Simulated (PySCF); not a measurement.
The system is Ge.

```xyz
2
Lattice="0.0000 2.8289 2.8289 2.8289 0.0000 2.8289 2.8289 2.8289 0.0000" Properties=species:S:1:pos:R:3 pbc="T T T"
Ge    4.2434    4.2434    4.2434
Ge    2.8289    2.8289    2.8289
```

Base run:

* Program: PySCF 2.14.0
* Functional: PBE
* Potentials or basis: DZVP-MOLOPT-HYB/GTH-HYB (UZH) (potentials made for PBE0)
* k mesh: 5 × 5 × 5
* Occupations: fermi-dirac, width 0.05 eV
* Spin: no spin polarisation

Its results: band gap on the k mesh 0.10 eV, direct.

Q: The run is repeated on the same cell with these changes: potentials or basis from DZVP-MOLOPT-HYB/GTH-HYB (UZH) (potentials made for PBE0) to DZVP-MOLOPT-MGGA/GTH-MGGA (UZH) (potentials made for SCAN); density cutoff from 74 Ha to 82 Ha; potentials from Ge GTH-HYB-q4 to Ge GTH-MGGA-q4. What comes out?

A: Band gap on the k mesh 0.30 eV, direct.

Caveats: an odd mesh through Γ misses points on the zone boundary, where band edges often lie; the basis of atomic orbitals isn't converged, which shifts pressures, moduli and gaps.
